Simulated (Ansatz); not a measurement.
**BFGeH3N: up Jacob's ladder to CCSD(T)**

The task here is to estimate one member of a computed series from the others.

The runs use Ansatz 0.2.0, Gaussian basis; functionals in def2-TZVPP, the program's frozen cores in correlated methods.

The runs, in order: LDA (SPW92), PBE-D4, revPBE-D4, BLYP-D4, r2SCAN-D4, B97M-V, PBE0-D4, B3LYP-D4, r2SCANh-D4, r2SCAN0-D4, HSE06-D4, BHLYP-D4, CAM-B3LYP-D4, LC-ωPBE, ωB97X-V, ωB97M-V, B2PLYP, PBE-QIDH; CCSD(T)/def2-SVP; CCSD(T)/def2-TZVPP; MP2/def2-QZVPP; extrapolation to the limit; RPA on PBE.

### The relaxed structure

The geometry comes from an earlier relaxation with PBE0-D4 in a triple-zeta def2 set; it is a stationary point, not always the lowest conformer.

SMILES `[F][GeH]1[BH][NH]1`, 7 atoms, charge 0, spin multiplicity 1.

Atoms are counted from 1 here; the program's logs count them from 0.

Bond lengths: F1–Ge2 1.747 Å, Ge2–B3 2.008 Å, Ge2–N4 1.904 Å, Ge2–H5 1.533 Å, B3–N4 1.361 Å, B3–H6 1.187 Å, N4–H7 1.010 Å. Angles: F1–Ge2–B3 119.3°, F1–Ge2–N4 109.1°, F1–Ge2–H5 103.1°, B3–Ge2–N4 40.6°, B3–Ge2–H5 134.2°, N4–Ge2–H5 111.5°, Ge2–B3–N4 65.6°, Ge2–B3–H6 152.4°, N4–B3–H6 142.0°, Ge2–N4–B3 73.8°, Ge2–N4–H7 150.3°, B3–N4–H7 135.8°.

Set-up of the first run:

The input, in.yaml:

```yaml
crystal:
  periodic: [false, false, false]
  atoms:
    - {symbol: F, position_ang: [-1.609066, -1.555397, -0.567371]}
    - {symbol: Ge, position_ang: [-0.945908, 0.052567, -0.399091]}
    - {symbol: B, position_ang: [0.398439, 0.413001, 1.048193]}
    - {symbol: N, position_ang: [0.930720, -0.075225, -0.105321]}
    - {symbol: H, position_ang: [-1.259406, 0.702273, -1.751977]}
    - {symbol: H, position_ang: [0.695394, 0.745507, 2.147871]}
    - {symbol: H, position_ang: [1.851028, -0.350726, -0.417906]}
basis:
  gaussian: {orbitals: def2-TZVPP}
hamiltonian: {xc: lda}
output: {orbitals: {seedname: orbitals}}
```

The run is started by

```console
$ ansatz run in.yaml --threads 2 --pin off --events-out ev --progress --plain --max-ram 4352MiB
```

Steps of the session up to this table: LDA; PBE-D4 (GGA); revPBE-D4 (GGA); BLYP-D4 (GGA); r2SCAN-D4 (meta-GGA); B97M-V (meta-GGA); PBE0-D4 (hybrid); B3LYP-D4 (hybrid); r2SCANh-D4 (hybrid); r2SCAN0-D4 (hybrid); HSE06-D4 (hybrid); BHLYP-D4 (hybrid); CAM-B3LYP-D4 (range-separated); LC-ωPBE (range-separated); ωB97X-V (range-separated); ωB97M-V (range-separated); B2PLYP (double hybrid); PBE-QIDH (double hybrid).

One of the session's tables, all rows but one given; the rest of the session is left out.

| functional | HOMO (eV) | gap (eV) |
| --- | --- | --- |
| LDA (SPW92) | -6.37 | 4.51 |
| PBE-D4 | -6.24 | 4.63 |
| revPBE-D4 | -6.18 | 4.68 |
| BLYP-D4 | -6.13 | 4.65 |
| r2SCAN-D4 | -6.48 | 5.15 |
| B97M-V | -6.53 | 5.16 |
| PBE0-D4 | -7.36 | 6.71 |
| B3LYP-D4 | -7.19 | 6.26 |
| r2SCANh-D4 | ? | ? |
| r2SCAN0-D4 | -7.52 | 6.98 |
| HSE06-D4 | -6.97 | 5.93 |
| BHLYP-D4 | -8.39 | 8.61 |
| CAM-B3LYP-D4 | -8.66 | 9.01 |
| LC-ωPBE | -9.91 | 11.45 |
| ωB97X-V | -9.59 | 11.02 |
| ωB97M-V | -9.45 | 10.69 |

**Question.** Estimate the row for r2SCANh-D4.

Worked estimate for «HOMO (eV)». Against the share of exact exchange, r2SCAN-D4 (0, -6.48), r2SCAN0-D4 (0.25, -7.52) give a slope of -4.16 per unit share; at 0.1 the line stands at -6.90.

As computed: HOMO (eV): -6.90; gap (eV): 5.90. In «HOMO (eV)» the line misses by 0.00.
